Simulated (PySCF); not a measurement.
**[OsOF3]+: other spin states and a change of charge**

How does [OsOF3]+ respond at fixed geometry? The runs cover other spin states and a change of charge. The species was built from a template and needn't be a known compound.

The runs use PySCF 2.14.0; B3LYP, Os def2-SVP with ECP60, O def2-SVP, F def2-SVP; scalar-relativistic core potentials, no spin–orbit coupling.

2 further runs of the same task are left out: 2 for a known fault of the program.

**1. Where the work starts**

5 atoms, charge 1, spin multiplicity 3.

Bond lengths: Os1–O2 1.655 Å, Os1–F3 1.829 Å, Os1–F4 1.822 Å, Os1–F5 1.822 Å. Angles: O2–Os1–F3 118.4°, O2–Os1–F4 112.5°, O2–Os1–F5 112.5°, F3–Os1–F4 93.7°, F3–Os1–F5 93.7°, F4–Os1–F5 123.5°.

Geometry (Å):

```
Os    0.0683    0.0401   -0.0352
O     1.0133    0.9816    0.9439
F    -1.1045   -1.1242    0.7482
F     1.0164   -1.2823   -0.8556
F    -1.2472    0.9945   -0.8594
```

Formal oxidation states: Os +6. An earlier session relaxed this geometry at B3LYP, Os def2-SVP with ECP60, O def2-SVP, F def2-SVP (triplet, point group Cs).

Its energy there is -464.800790 Eh.

**2. Multiplicity 1 at the relaxed geometry**

run.py (the lines that set the calculation) reads:

```python
mol = gto.M(atom='''
Os     0.06828     0.04015    -0.03524
O      1.01329     0.98158     0.94390
F     -1.10450    -1.12419     0.74821
F      1.01635    -1.28234    -0.85561
F     -1.24724     0.99449    -0.85939''',
    basis={'Os': 'def2-SVP', 'O': 'def2-SVP', 'F': 'def2-SVP'},
    ecp={'Os': 'def2-SVP'},
    charge=1, spin=0)
mf = dft.RKS(mol, xc='B3LYP')
mf.grids.atom_grid = (50, 194)
mf = mf.density_fit()  # fitting sets: Os def2-universal-JKFIT, O def2-universal-JKFIT, F def2-universal-JKFIT
mf.conv_tol = 1e-08; mf.max_cycle = 55
mf.kernel(dm0)  # dm0: free metal ions and neutral atoms
```

Started as:

```sh
$ OMP_NUM_THREADS=2 python run.py
```

What it wrote:

```text
init E= -470.348632142036
  HOMO = -0.481885367529859  LUMO = -0.478159363815558  gap/eV = 0.10139
cycle= 1 E= -464.65199229546  delta_E=  5.7  |g|= 0.768  |ddm|= 3.33
cycle= 2 E= -462.235667531783  delta_E= 2.42  |g|= 3.42  |ddm|= 3.23
  HOMO = -0.558574170099956  LUMO = -0.529175920482093  gap/eV = 0.79997
cycle= 3 E= -464.679098137607  delta_E= -2.44  |g|= 0.679  |ddm|= 3.05
  HOMO = -0.563181432855071  LUMO = -0.529124050059774  gap/eV = 0.92675
cycle= 4 E= -464.741236668312  delta_E= -0.0621  |g|= 0.307  |ddm|= 0.557
  HOMO = -0.536917256962081  LUMO = -0.493442261232126  gap/eV = 1.18301
cycle= 5 E= -464.750394364299  delta_E= -0.00916  |g|= 0.215  |ddm|= 0.348
  HOMO = -0.552789221778262  LUMO = -0.504399880407341  gap/eV = 1.31674
cycle= 6 E= -464.759728065261  delta_E= -0.00933  |g|= 0.0364  |ddm|= 0.144
  HOMO = -0.553240501325345  LUMO = -0.504060888496799  gap/eV = 1.33825
cycle= 7 E= -464.759909357492  delta_E= -0.000181  |g|= 0.0248  |ddm|= 0.0346
  HOMO = -0.553174608283054  LUMO = -0.503513623327969  gap/eV = 1.35134
cycle= 8 E= -464.760056788968  delta_E= -0.000147  |g|= 0.00585  |ddm|= 0.0314
  HOMO = -0.553340609321157  LUMO = -0.503503931824913  gap/eV = 1.35613
cycle= 9 E= -464.760117045391  delta_E= -6.03e-05  |g|= 0.00349  |ddm|= 0.0399
  HOMO = -0.553361018432106  LUMO = -0.503502361453606  gap/eV = 1.35672
cycle= 10 E= -464.760139187963  delta_E= -2.21e-05  |g|= 0.00344  |ddm|= 0.0146
  HOMO = -0.553362825330005  LUMO = -0.503500785860229  gap/eV = 1.35682
cycle= 11 E= -464.760143215164  delta_E= -4.03e-06  |g|= 0.0035  |ddm|= 0.00268
  HOMO = -0.55374283210864  LUMO = -0.503255172336239  gap/eV = 1.37384
cycle= 12 E= -464.759871805704  delta_E= 0.000271  |g|= 0.00506  |ddm|= 0.264
  HOMO = -0.553737149461547  LUMO = -0.503258401623071  gap/eV = 1.37360
cycle= 13 E= -464.759850804216  delta_E= 2.1e-05  |g|= 0.00362  |ddm|= 0.0741
  HOMO = -0.553369628387564  LUMO = -0.503602239293858  gap/eV = 1.35424
cycle= 14 E= -464.759850572227  delta_E= 2.32e-07  |g|= 0.000557  |ddm|= 0.0445
  HOMO = -0.553229285951765  LUMO = -0.503704176029231  gap/eV = 1.34765
cycle= 15 E= -464.759850578121  delta_E= -5.89e-09  |g|= 0.000323  |ddm|= 0.00448
  HOMO = -0.553265807153064  LUMO = -0.503655972850513  gap/eV = 1.34995
cycle= 16 E= -464.759850597087  delta_E= -1.9e-08  |g|= 0.000102  |ddm|= 0.000701
  HOMO = -0.553255085920846  LUMO = -0.503674578027699  gap/eV = 1.34915
cycle= 17 E= -464.759850599717  delta_E= -2.63e-09  |g|= 3.22e-05  |ddm|= 0.000308
  HOMO = -0.553253483824239  LUMO = -0.503667927415126  gap/eV = 1.34929
Extra cycle  E= -464.759850598155  delta_E= 1.56e-09  |g|= 9.73e-05  |ddm|= 0.000103
converged SCF energy = -464.759850598155
```

It took 1.5 s on 2 threads of Arm Neoverse V1, shared host.

It gives: E = -464.759851 Eh (+1.114 eV from the relaxed state), HOMO -15.05 eV, LUMO -13.71 eV, Mulliken charge on Os1 +1.57 e. The gap is small, and the closed shell wasn't tested for a lower spin-broken solution.

**3. Multiplicity 5 at the relaxed geometry**

Edit run.py (the lines that set the calculation) of step 2 so:

```diff
@@ -8,4 +8,4 @@
     ecp={'Os': 'def2-SVP'},
-    charge=1, spin=0)
-mf = dft.RKS(mol, xc='B3LYP')
+    charge=1, spin=4)
+mf = dft.UKS(mol, xc='B3LYP')
 mf.grids.atom_grid = (50, 194)
```

Started as:

```sh
$ OMP_NUM_THREADS=2 python run.py
```

What it wrote:

```text
init E= -470.505605067307
cycle= 1 E= -464.369180420716  delta_E= 6.14  |g|= 0.747  |ddm|= 2.25
cycle= 2 E= -462.018229320493  delta_E= 2.35  |g|= 2.37  |ddm|= 1.94
cycle= 3 E= -464.475732097818  delta_E= -2.46  |g|= 0.613  |ddm|= 1.68
cycle= 4 E= -464.573585412493  delta_E= -0.0979  |g|= 0.361  |ddm|= 0.55
cycle= 5 E= -464.621226491088  delta_E= -0.0476  |g|= 0.155  |ddm|=  0.2
cycle= 6 E= -464.633528462993  delta_E= -0.0123  |g|= 0.0544  |ddm|= 0.191
cycle= 7 E= -464.634836900241  delta_E= -0.00131  |g|= 0.0289  |ddm|= 0.065
cycle= 8 E= -464.635494474697  delta_E= -0.000658  |g|= 0.0105  |ddm|= 0.056
cycle= 9 E= -464.635632670499  delta_E= -0.000138  |g|= 0.00821  |ddm|= 0.0296
cycle= 10 E= -464.63566861921  delta_E= -3.59e-05  |g|= 0.00677  |ddm|= 0.0129
cycle= 11 E= -464.635715192092  delta_E= -4.66e-05  |g|= 0.00185  |ddm|= 0.0202
cycle= 12 E= -464.635719815121  delta_E= -4.62e-06  |g|= 0.000801  |ddm|= 0.00784
cycle= 13 E= -464.635720324895  delta_E= -5.1e-07  |g|= 0.000225  |ddm|= 0.0015
cycle= 14 E= -464.635720388937  delta_E= -6.4e-08  |g|= 8.39e-05  |ddm|= 0.000564
cycle= 15 E= -464.6357204078  delta_E= -1.89e-08  |g|= 4.35e-05  |ddm|= 0.000484
cycle= 16 E= -464.635720411156  delta_E= -3.36e-09  |g|= 2.57e-05  |ddm|= 0.000155
Extra cycle  E= -464.635720411085  delta_E= 7.03e-11  |g|= 5.98e-05  |ddm|= 0.000103
converged SCF energy = -464.635720411085  <S^2> = 6.0119185  2S+1 = 5.0047651
```

Wall time 3.2 s (2 threads of Arm Neoverse V1, shared host).

Read off: E = -464.635720 Eh (+4.492 eV from the relaxed state), HOMO -14.02 eV, LUMO -15.96 eV (over both spins), ⟨S²⟩ = 6.012, Mulliken charge on Os1 +1.48 e. An empty level of one spin lies below a filled level of the other.

**4. One electron removed, multiplicity 2**

Edit run.py (the lines that set the calculation) of step 3 so:

```diff
@@ -8,3 +8,3 @@
     ecp={'Os': 'def2-SVP'},
-    charge=1, spin=4)
+    charge=2, spin=1)
 mf = dft.UKS(mol, xc='B3LYP')
@@ -13,2 +13,2 @@
 mf.conv_tol = 1e-08; mf.max_cycle = 55
-mf.kernel(dm0)  # dm0: free metal ions and neutral atoms
+mf.kernel(dm0)  # dm0: the density of the relaxed state
```

Started as:

```sh
$ OMP_NUM_THREADS=2 python run.py
```

What it wrote:

```text
init E= -464.800789566721
  HOMO = -0.59458798432  LUMO = -0.468584063916  gap/eV = 3.42874
cycle= 1 E= -464.0658196998  delta_E= 0.735  |g|= 0.287  |ddm|= 1.02
  HOMO = -0.94522805137  LUMO = -0.863597110591  gap/eV = 2.22129
cycle= 2 E= -463.893161547301  delta_E= 0.173  |g|= 0.74  |ddm|= 0.751
  HOMO = -0.910386617545  LUMO = -0.811453497531  gap/eV = 2.69211
cycle= 3 E= -464.092473590001  delta_E= -0.199  |g|= 0.216  |ddm|= 0.579
  HOMO = -0.885443213856  LUMO = -0.790587203984  gap/eV = 2.58116
cycle= 4 E= -464.106839152892  delta_E= -0.0144  |g|= 0.0325  |ddm|= 0.133
  HOMO = -0.885360420375  LUMO = -0.789657960821  gap/eV = 2.60420
cycle= 5 E= -464.10634240413  delta_E= 0.000497  |g|= 0.0507  |ddm|= 0.0507
  HOMO = -0.883842060308  LUMO = -0.789339521522  gap/eV = 2.57155
cycle= 6 E= -464.107246596718  delta_E= -0.000904  |g|= 0.0171  |ddm|= 0.0356
  HOMO = -0.884114064764  LUMO = -0.789485557664  gap/eV = 2.57497
cycle= 7 E= -464.107364055105  delta_E= -0.000117  |g|= 0.00383  |ddm|= 0.0131
  HOMO = -0.884174779517  LUMO = -0.789977737378  gap/eV = 2.56323
cycle= 8 E= -464.107391572133  delta_E= -2.75e-05  |g|= 0.00169  |ddm|= 0.0112
  HOMO = -0.884248386217  LUMO = -0.79016231446  gap/eV = 2.56021
cycle= 9 E= -464.107400595036  delta_E= -9.02e-06  |g|= 0.00097  |ddm|= 0.00742
  HOMO = -0.884244979393  LUMO = -0.790130900195  gap/eV = 2.56097
cycle= 10 E= -464.10740391124  delta_E= -3.32e-06  |g|= 0.000956  |ddm|= 0.00526
  HOMO = -0.884244934681  LUMO = -0.790117394278  gap/eV = 2.56134
cycle= 11 E= -464.107404625919  delta_E= -7.15e-07  |g|= 0.000509  |ddm|= 0.0013
  HOMO = -0.88425689865  LUMO = -0.79008776971  gap/eV = 2.56247
cycle= 12 E= -464.107405588251  delta_E= -9.62e-07  |g|= 0.00027  |ddm|= 0.00258
  HOMO = -0.884267182881  LUMO = -0.790076178185  gap/eV = 2.56307
cycle= 13 E= -464.10740601897  delta_E= -4.31e-07  |g|= 0.00014  |ddm|= 0.00225
  HOMO = -0.884262555454  LUMO = -0.790062798792  gap/eV = 2.56331
cycle= 14 E= -464.107406089745  delta_E= -7.08e-08  |g|= 3.75e-05  |ddm|= 0.00112
  HOMO = -0.884269074201  LUMO = -0.790066580336  gap/eV = 2.56338
cycle= 15 E= -464.107406091455  delta_E= -1.71e-09  |g|= 3.15e-05  |ddm|= 0.000114
  HOMO = -0.884265882582  LUMO = -0.790065838246  gap/eV = 2.56331
Extra cycle  E= -464.107406088195  delta_E= 3.26e-09  |g|= 0.000102  |ddm|= 8.91e-05
converged SCF energy = -464.107406088195  <S^2> = 0.76252554  2S+1 = 2.0124866
```

Run time: 2.4 s. Hardware: 2 threads of Arm Neoverse V1, shared host.

Read off: E = -464.107406 Eh (+18.868 eV from the relaxed state), HOMO -24.06 eV, LUMO -21.73 eV (over both spins), ⟨S²⟩ = 0.763, Mulliken charge on Os1 +1.88 e. 

**5. One electron removed, multiplicity 4**

Edit run.py (the lines that set the calculation) of step 4 so:

```diff
@@ -8,3 +8,3 @@
     ecp={'Os': 'def2-SVP'},
-    charge=2, spin=1)
+    charge=2, spin=3)
 mf = dft.UKS(mol, xc='B3LYP')
```

Started as:

```sh
$ OMP_NUM_THREADS=2 python run.py
```

What it wrote:

```text
init E= -464.800789566721
cycle= 1 E= -463.950876746459  delta_E= 0.85  |g|= 0.379  |ddm|= 0.683
cycle= 2 E= -463.161812703155  delta_E= 0.789  |g|= 1.41  |ddm|= 1.28
cycle= 3 E= -463.929557225192  delta_E= -0.768  |g|= 0.468  |ddm|= 1.21
cycle= 4 E= -463.978303926224  delta_E= -0.0487  |g|= 0.292  |ddm|= 0.427
cycle= 5 E= -464.010956573439  delta_E= -0.0327  |g|= 0.0871  |ddm|= 0.246
cycle= 6 E= -464.011274325543  delta_E= -0.000318  |g|= 0.0903  |ddm|= 0.114
cycle= 7 E= -464.014770653648  delta_E= -0.0035  |g|= 0.0115  |ddm|= 0.073
cycle= 8 E= -464.014973536839  delta_E= -0.000203  |g|= 0.0118  |ddm|= 0.0384
cycle= 9 E= -464.015029855689  delta_E= -5.63e-05  |g|= 0.01  |ddm|= 0.0142
cycle= 10 E= -464.015106025174  delta_E= -7.62e-05  |g|= 0.00618  |ddm|= 0.0193
cycle= 11 E= -464.015151678163  delta_E= -4.57e-05  |g|= 0.0044  |ddm|= 0.0221
cycle= 12 E= -464.015170041767  delta_E= -1.84e-05  |g|= 0.00259  |ddm|= 0.017
cycle= 13 E= -464.01517489953  delta_E= -4.86e-06  |g|= 0.000559  |ddm|= 0.00685
cycle= 14 E= -464.015175418557  delta_E= -5.19e-07  |g|= 0.000322  |ddm|= 0.00253
cycle= 15 E= -464.015175679528  delta_E= -2.61e-07  |g|= 0.000143  |ddm|= 0.00197
cycle= 16 E= -464.015175751729  delta_E= -7.22e-08  |g|= 6.64e-05  |ddm|= 0.00111
cycle= 17 E= -464.015175778431  delta_E= -2.67e-08  |g|= 4.95e-05  |ddm|= 0.000685
cycle= 18 E= -464.01517578521  delta_E= -6.78e-09  |g|= 3.29e-05  |ddm|= 0.000312
Extra cycle  E= -464.015175783665  delta_E= 1.55e-09  |g|= 9.47e-05  |ddm|= 0.000121
converged SCF energy = -464.015175783665  <S^2> = 3.7700046  2S+1 = 4.0099898
```

Wall time 2.8 s (2 threads of Arm Neoverse V1, shared host).

It gives: E = -464.015176 Eh (+21.378 eV from the relaxed state), HOMO -23.78 eV, LUMO -24.06 eV (over both spins), ⟨S²⟩ = 3.770, Mulliken charge on Os1 +1.79 e. An empty level of one spin lies below a filled level of the other.

**6. One electron added, multiplicity 2**

Edit run.py (the lines that set the calculation) of step 5 so:

```diff
@@ -8,3 +8,3 @@
     ecp={'Os': 'def2-SVP'},
-    charge=2, spin=3)
+    charge=0, spin=1)
 mf = dft.UKS(mol, xc='B3LYP')
```

Started as:

```sh
$ OMP_NUM_THREADS=2 python run.py
```

What it wrote:

```text
init E= -464.800789566721
  HOMO = -0.468584063916  LUMO = -0.464381291717  gap/eV = 0.11436
cycle= 1 E= -465.107688348043  delta_E= -0.307  |g|= 0.342  |ddm|= 0.997
  HOMO = -0.139274558274  LUMO = -0.0768993988502  gap/eV = 1.69731
cycle= 2 E= -464.986788980065  delta_E= 0.121  |g|= 0.642  |ddm|= 0.83
  HOMO = -0.234427695754  LUMO = -0.151946145738  gap/eV = 2.24444
cycle= 3 E= -465.136259003942  delta_E= -0.149  |g|= 0.268  |ddm|= 0.601
  HOMO = -0.252894205387  LUMO = -0.171590525601  gap/eV = 2.21239
cycle= 4 E= -465.160704286501  delta_E= -0.0244  |g|= 0.0755  |ddm|= 0.199
  HOMO = -0.253788524192  LUMO = -0.169584340735  gap/eV = 2.29131
cycle= 5 E= -465.162607459834  delta_E= -0.0019  |g|= 0.0266  |ddm|= 0.0687
  HOMO = -0.255229044463  LUMO = -0.170112271764  gap/eV = 2.31615
cycle= 6 E= -465.162873798488  delta_E= -0.000266  |g|= 0.00367  |ddm|= 0.0204
  HOMO = -0.255296650584  LUMO = -0.170007041452  gap/eV = 2.32085
cycle= 7 E= -465.162880337273  delta_E= -6.54e-06  |g|= 0.00232  |ddm|= 0.00542
  HOMO = -0.255376951805  LUMO = -0.169982263728  gap/eV = 2.32371
cycle= 8 E= -465.162885812542  delta_E= -5.48e-06  |g|= 0.000808  |ddm|= 0.00576
  HOMO = -0.25542435071  LUMO = -0.169975817996  gap/eV = 2.32517
cycle= 9 E= -465.162888255566  delta_E= -2.44e-06  |g|= 0.000447  |ddm|= 0.00459
  HOMO = -0.255459912804  LUMO = -0.169957158454  gap/eV = 2.32665
cycle= 10 E= -465.162890482586  delta_E= -2.23e-06  |g|= 0.000287  |ddm|= 0.00651
  HOMO = -0.255464893121  LUMO = -0.169949803917  gap/eV = 2.32698
cycle= 11 E= -465.162891575742  delta_E= -1.09e-06  |g|= 0.000119  |ddm|= 0.00615
  HOMO = -0.255464677781  LUMO = -0.169948537568  gap/eV = 2.32701
cycle= 12 E= -465.162891733907  delta_E= -1.58e-07  |g|= 0.000126  |ddm|= 0.00232
  HOMO = -0.255472071295  LUMO = -0.16995374753  gap/eV = 2.32707
cycle= 13 E= -465.162891759729  delta_E= -2.58e-08  |g|= 4.51e-05  |ddm|= 0.000756
  HOMO = -0.255471361386  LUMO = -0.169951768367  gap/eV = 2.32711
cycle= 14 E= -465.162891766247  delta_E= -6.52e-09  |g|= 2.47e-05  |ddm|= 0.000458
  HOMO = -0.255469600562  LUMO = -0.169951314069  gap/eV = 2.32707
Extra cycle  E= -465.162891765245  delta_E= 1e-09  |g|= 6.89e-05  |ddm|= 8.95e-05
converged SCF energy = -465.162891765245  <S^2> = 0.75282294  2S+1 = 2.002821
```

Wall time 2.3 s (2 threads of Arm Neoverse V1, shared host).

It gives: E = -465.162892 Eh (-9.853 eV from the relaxed state), HOMO -6.95 eV, LUMO -4.62 eV (over both spins), ⟨S²⟩ = 0.753, Mulliken charge on Os1 +1.23 e. 

**7. One electron added, multiplicity 4**

Edit run.py (the lines that set the calculation) of step 6 so:

```diff
@@ -8,3 +8,3 @@
     ecp={'Os': 'def2-SVP'},
-    charge=0, spin=1)
+    charge=0, spin=3)
 mf = dft.UKS(mol, xc='B3LYP')
```

Started as:

```sh
$ OMP_NUM_THREADS=2 python run.py
```

What it wrote:

```text
init E= -464.800789566721
cycle= 1 E= -465.068169542508  delta_E= -0.267  |g|= 0.329  |ddm|= 1.15
  HOMO = -0.102768515275  LUMO = -0.0836673031811  gap/eV = 0.51977
cycle= 2 E= -465.031152017909  delta_E= 0.037  |g|= 0.458  |ddm|= 0.766
  HOMO = -0.199116688676  LUMO = -0.157813876026  gap/eV = 1.12391
cycle= 3 E= -465.114795444595  delta_E= -0.0836  |g|= 0.156  |ddm|= 0.475
  HOMO = -0.210395291467  LUMO = -0.163591741519  gap/eV = 1.27359
cycle= 4 E= -465.1218129296  delta_E= -0.00702  |g|= 0.0501  |ddm|= 0.111
  HOMO = -0.21245046985  LUMO = -0.16632497431  gap/eV = 1.25514
cycle= 5 E= -465.122117068357  delta_E= -0.000304  |g|= 0.0416  |ddm|= 0.0569
  HOMO = -0.214243094582  LUMO = -0.16561422069  gap/eV = 1.32326
cycle= 6 E= -465.122810105067  delta_E= -0.000693  |g|= 0.00355  |ddm|= 0.0304
  HOMO = -0.214476557295  LUMO = -0.165522698854  gap/eV = 1.33210
cycle= 7 E= -465.122822481889  delta_E= -1.24e-05  |g|= 0.00271  |ddm|= 0.00871
  HOMO = -0.214631855989  LUMO = -0.165641924896  gap/eV = 1.33308
cycle= 8 E= -465.12282752082  delta_E= -5.04e-06  |g|= 0.00146  |ddm|= 0.00495
  HOMO = -0.214728083401  LUMO = -0.165642564739  gap/eV = 1.33568
cycle= 9 E= -465.122829973199  delta_E= -2.45e-06  |g|= 0.000464  |ddm|= 0.00391
  HOMO = -0.21478724388  LUMO = -0.165658798975  gap/eV = 1.33685
cycle= 10 E= -465.122830585985  delta_E= -6.13e-07  |g|= 0.00021  |ddm|= 0.00277
  HOMO = -0.214789452404  LUMO = -0.165668270297  gap/eV = 1.33666
cycle= 11 E= -465.122830651859  delta_E= -6.59e-08  |g|= 4.53e-05  |ddm|= 0.000821
  HOMO = -0.214786675586  LUMO = -0.165667494338  gap/eV = 1.33660
cycle= 12 E= -465.12283065591  delta_E= -4.05e-09  |g|= 2.02e-05  |ddm|= 0.000184
  HOMO = -0.214790897633  LUMO = -0.165669731778  gap/eV = 1.33666
Extra cycle  E= -465.122830655863  delta_E= 4.71e-11  |g|= 4.06e-05  |ddm|= 8.1e-05
converged SCF energy = -465.122830655863  <S^2> = 3.7580373  2S+1 = 4.0040166
```

Run time: 2.1 s. Hardware: 2 threads of Arm Neoverse V1, shared host.

Read off: E = -465.122831 Eh (-8.763 eV from the relaxed state), HOMO -5.84 eV, LUMO -4.51 eV (over both spins), ⟨S²⟩ = 3.758, Mulliken charge on Os1 +1.26 e. 

**8. Results**

| state | energy from the relaxed state (eV) | ⟨S²⟩ | time |
| --- | --- | --- | --- |
| charge +1, triplet, vacuum (relaxed) | 0 | 2.01 |  |
| charge 0, doublet, vacuum | -9.85 | 0.75 | 2.3 s |
| charge 0, quartet, vacuum | -8.76 | 3.76 | 2.1 s |
| charge +1, singlet, vacuum | 1.11 | 0.00 | 1.5 s |
| charge +1, quintet, vacuum | 4.49 | 6.01 | 3.2 s |
| charge +2, doublet, vacuum | 18.87 | 0.76 | 2.4 s |
| charge +2, quartet, vacuum | 21.38 | 3.77 | 2.8 s |

An electron taken off or put on is at rest in vacuum. 

Removing an electron vertically costs 18.87 eV (doublet), against −HOMO = 15.98 eV. Adding an electron vertically releases 9.85 eV (doublet). The singlet lies 1.11 eV above at this geometry. The bases are small and lack diffuse functions. Spin–orbit coupling is left out for this open shell, where it can reorder the states. Open shells may have lower solutions than the one found.
